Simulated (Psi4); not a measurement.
# wB97M-V/def2-SVP run of TiHCl3O (SMILES Cl[Ti](Cl)(Cl)O)

Aim: the energy change on altering one bond length of TiHCl3O at wB97M-V/def2-SVP, from 2 runs. 

The calculation is run with Psi4 1.11.

4 further runs of the same task are left out: 4 that didn't finish.

## Step 1: The system as given

TiHCl3O: 6 atoms, total charge 0, spin state singlet. SMILES: `Cl[Ti](Cl)(Cl)O`. Geometry: relaxed at PBE0-D4/def2-TZVP.

Bond lengths: Cl1–Ti2 2.179 Å, Ti2–Cl3 2.179 Å, Ti2–Cl4 2.180 Å, Ti2–O5 1.745 Å, O5–H6 0.958 Å. Angles: Cl1–Ti2–Cl3 108.5°, Cl1–Ti2–Cl4 110.3°, Cl1–Ti2–O5 109.1°, Cl3–Ti2–Cl4 110.3°, Cl3–Ti2–O5 109.1°, Cl4–Ti2–O5 109.5°, Ti2–O5–H6 146.9°.

## Step 2: A single-point energy at wB97M-V/def2-SVP

Input file calc.in:

```
memory 2.2 GB

molecule {
  0 1
  Cl    -1.629250    -0.831330     1.360800
  Ti    -0.080580    -0.347470    -0.093680
  Cl     1.757320    -1.362960     0.488070
  Cl    -0.693400    -0.978720    -2.087950
  O      0.191890     1.375840    -0.087440
  H      0.454040     2.144630     0.420190
  units angstrom
  symmetry c1
  no_reorient
  no_com
}

set basis def2-SVP
set reference rks
set puream true
set e_convergence 1e-09
set d_convergence 1e-08
set scf_type pk
set dft_radial_points 99
set dft_spherical_points 590

result, w = energy('wb97m-v', return_wfn=True)
```

Run with:

```
$ psi4 -n 1 calc.in calc.out
```

calc.out:

```text
[...]
  Running in c1 symmetry.
[...]
  Nuclear repulsion =  537.727169234765938
[...]
  Multiplicity = 1
[...]
  Nalpha       = 41
  Nbeta        = 41
[...]
    Number of basis functions: 104
[...]
   @RKS iter   1: -2304.98191912026687   -7.38727e-01   8.40594e-03 DIIS/ADIIS
[...]
   @RKS iter  14: -2305.40413341842714   -4.09273e-12   3.56027e-09 DIIS
[...]
    Orbital Energies [Eh]
    ---------------------
    Doubly Occupied:
       1A   -179.456836     2A   -101.844913     3A   -101.844732
       4A   -101.841985     5A    -20.276536     6A    -19.395628
       7A    -16.922352     8A    -16.921890     9A    -16.921825
      10A     -9.646716    11A     -9.646542    12A     -9.643830
      13A     -7.354387    14A     -7.354216    15A     -7.351566
      16A     -7.351558    17A     -7.351391    18A     -7.351277
      19A     -7.351097    20A     -7.348734    21A     -7.348261
      22A     -2.633444    23A     -1.731519    24A     -1.724183
      25A     -1.723647    26A     -1.126617    27A     -0.935422
      28A     -0.926428    29A     -0.924480    30A     -0.656863
      31A     -0.510445    32A     -0.508123    33A     -0.486575
      34A     -0.479127    35A     -0.477156    36A     -0.460429
[...]
  @RKS Final Energy: -2305.40413341842714
   => Energetics <=
    Nuclear Repulsion Energy =            537.7271692347659382
    One-Electron Energy =               -4244.7325213413278107
    Two-Electron Energy =                1506.2044591785952434
    DFT Exchange-Correlation Energy =    -104.9377180585025542
    Empirical Dispersion Energy =           0.0000000000000000
    VV10 Nonlocal Energy =                  0.3344775680421955
    Total Energy =                      -2305.4041334184271363
[...]
 Multipole Moments:
 ------------------------------------------------------------------------------------
     Multipole            Electronic (a.u.)      Nuclear  (a.u.)        Total (a.u.)
 ------------------------------------------------------------------------------------
 L = 1.  Multiply by 2.5417464519 to convert [e a0] to [Debye]
 Dipole X            :         18.0098319          -17.7524841            0.2573478
 Dipole Y            :         92.5269316          -91.5272975            0.9996341
 Dipole Z            :         12.4597163          -12.1030344            0.3566819
 Magnitude           :                                                    1.0921164
[...]
```

Wall time 68 s (1 thread of Intel Xeon 6975P-C (Granite Rapids), shared host); peak memory 1.1 GiB.

## Step 3: The distorted shape at the same level

Input file job.inp:

```
memory 2200 mb

molecule molecule1 {
  0 1
  Cl
  Ti 1 R2
  Cl 2 R3 1 A3
  Cl 2 R4 3 A4 1 D4
  O 2 R5 3 A5 4 D5
  H 5 R6 2 A6 3 D6

  R2 = 3.9222
  R3 = 2.178883
  A3 = 108.52943
  R4 = 2.17971
  A4 = 110.27077
  D4 = -120.89429
  R5 = 1.744728
  A5 = 109.12654
  D5 = -120.26936
  R6 = 0.957836
  A6 = 146.86831
  D6 = -58.12783
  symmetry c1
  no_reorient
  no_com
}

set {
  basis def2-SVP
  reference rks
  puream true
  e_convergence 1e-09
  d_convergence 1e-08
  scf_type pk
  dft_radial_points 99
  dft_spherical_points 590
}

e_tot, wfn = energy('wb97m-v', return_wfn=True)
```

Run with:

```
$ psi4 -n 1 job.inp job.out
```

job.out:

```text
[...]
  Running in c1 symmetry.
[...]
  Nuclear repulsion =  463.506181569792432
[...]
  Multiplicity = 1
[...]
  Nalpha       = 41
  Nbeta        = 41
[...]
    Number of basis functions: 104
[...]
   @RKS iter   1: -2304.62284233784976   -7.39336e-01   9.22527e-03 ADIIS/DIIS
[...]
   @RKS iter  26: -2305.23800261035012   -8.18545e-12   7.81169e-09 DIIS
[...]
    Orbital Energies [Eh]
    ---------------------
    Doubly Occupied:
       1A   -179.519690     2A   -101.893940     3A   -101.890646
       4A   -101.730224     5A    -20.334509     6A    -19.445985
       7A    -16.980890     8A    -16.980286     9A    -16.980084
      10A     -9.695249    11A     -9.692007    12A     -9.526837
      13A     -7.402851    14A     -7.400360    15A     -7.399719
      16A     -7.399637    17A     -7.397148    18A     -7.396243
      19A     -7.238131    20A     -7.230432    21A     -7.230423
      22A     -2.688842    23A     -1.787086    24A     -1.779301
      25A     -1.774852    26A     -1.173259    27A     -0.976711
      28A     -0.969498    29A     -0.793430    30A     -0.703343
      31A     -0.557313    32A     -0.549571    33A     -0.527827
      34A     -0.519695    35A     -0.500687    36A     -0.481809
[...]
  @RKS Final Energy: -2305.23800261035012
   => Energetics <=
    Nuclear Repulsion Energy =            463.5061815697924317
    One-Electron Energy =               -4095.1521063093118755
    Two-Electron Energy =                1430.9247633016448162
    DFT Exchange-Correlation Energy =    -104.8557355499030166
    Empirical Dispersion Energy =           0.0000000000000000
    VV10 Nonlocal Energy =                  0.3388943774268777
    Total Energy =                      -2305.2380026103505770
[...]
 Multipole Moments:
 ------------------------------------------------------------------------------------
     Multipole            Electronic (a.u.)      Nuclear  (a.u.)        Total (a.u.)
 ------------------------------------------------------------------------------------
 L = 1.  Multiply by 2.5417464519 to convert [e a0] to [Debye]
 Dipole X            :          1.7139700           -2.6969166           -0.9829465
 Dipole Y            :         -0.8104138            0.9690994            0.1586855
 Dipole Z            :          2.6753337            0.3196925            2.9950262
 Magnitude           :                                                    3.1561919
[...]
```

It took 2 min on 1 thread of Intel Xeon 6975P-C (Granite Rapids), shared host; peak memory 1.1 GiB.

## Step 4: Summary of results

Level: wB97M-V/def2-SVP.

```
                                                           quantity           value
                                          first shape: total energy  -2305.40413 Eh
                                         first shape: dipole moment          2.78 D
                                           first shape: HOMO energy       -11.20 eV
                                           first shape: LUMO energy        -1.04 eV
                                         first shape: HOMO–LUMO gap        10.16 eV
                                      distorted shape: total energy  -2305.23800 Eh
                                     distorted shape: dipole moment          8.02 D
                                       distorted shape: HOMO energy        -8.47 eV
                                       distorted shape: LUMO energy        -3.34 eV
                                     distorted shape: HOMO–LUMO gap         5.13 eV
energy change with the Cl1–Ti2 bond stretched from 2.179 to 3.922 Å        4.521 eV
```

With the Cl1–Ti2 bond stretched from 2.179 to 3.922 Å the energy rises by 4.52 eV (104 kcal/mol). The first shape isn't relaxed at this level, so the change isn't measured from a minimum. A restricted reference can't describe the breaking bond well at this length.
